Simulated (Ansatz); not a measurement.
# VSe2: the cost of one run

Method: DFT PBEsol+U (U_eff = 4 eV on V d), plane waves, PAW, in Ansatz 0.2.0.

3 further runs of the same task are left out: 3 that didn't finish.

**1. The structure to begin with**

It takes space group P-3m1 (No. 164, trigonal). The conventional cell has a = 3.355 Å, b = 3.355 Å, c = 6.134 Å, α = 90.00°, β = 90.00°, γ = 120.00°. Around V (site symmetry -3m) lie 6 Se at 2.47 Å. Around Se (site symmetry 3m) lie 3 V at 2.47 Å.

As a file:

```cif
data_structure
_symmetry_space_group_name_H-M 'P-3m1'
_symmetry_Int_Tables_number 164
_cell_length_a 3.3550
_cell_length_b 3.3550
_cell_length_c 6.1340
_cell_angle_alpha 90.000
_cell_angle_beta 90.000
_cell_angle_gamma 120.000
_cell_volume 59.79
loop_
_atom_site_label
_atom_site_type_symbol
_atom_site_symmetry_multiplicity
_atom_site_Wyckoff_symbol
_atom_site_fract_x
_atom_site_fract_y
_atom_site_fract_z
_atom_site_occupancy
V1 V 1 a 0.00000 0.00000 0.00000 1
Se1 Se 2 d 0.33333 0.66667 0.25000 1
```

Magnetic order typed: ferromagnetic.

An earlier series on this cell reached its lowest free state from «random orbitals: single harmonics, first filling», perhaps among other starts.

**2. From atoms, default search**

Input file input.yaml:

```yaml
crystal:
  lattice:
    - [3.35500155, 0.0, 0.0]
    - [-1.67750077, 2.90551657, 0.0]
    - [0.0, 0.0, 6.13399905]
  atoms:
    - { symbol: V, position: [0.0, 0.0, 0.0], spin: 1.0, spin_axis: [0.57735, 0.57735, 0.57735] }
    - { symbol: Se, position: [0.3333333333, 0.6666666667, 0.25] }
    - { symbol: Se, position: [0.6666666667, 0.3333333333, 0.75] }
basis:
  ecutwfc: 420
  ecutrho_ratio: 4
kpoints:
  mp_grid: { grid: [7, 7, 3] }
hamiltonian:
  xc: pbesol
  hubbard: { sites: [{ site: 0, l: d, u_eff: 4.0 }] }
scf:
  occupations: { method: gaussian, width: 0.05 }
output:
  forces: true
  stress: true
  eigenvalues: true
  populations: true
  hubbard: { sites: [{ site: 0, l: d }] }
  write_density: true
  write_potential: true
  elf: true
  volumetric_format: npy
magnetization:
  noncollinear: true
  spin_orbit: true
```

This run includes spin–orbit coupling.

Launch:

```console
$ ansatz run input.yaml --threads 4 --pin off --max-ram 6144MiB --backend cpu --events-out ev --progress --plain --runs-dir out
```

**Question.** How long does this run take on 4 threads of Arm Neoverse V1, shared host, and how much memory does it need?

About 3.4 min, with a peak of 1.1 GiB.
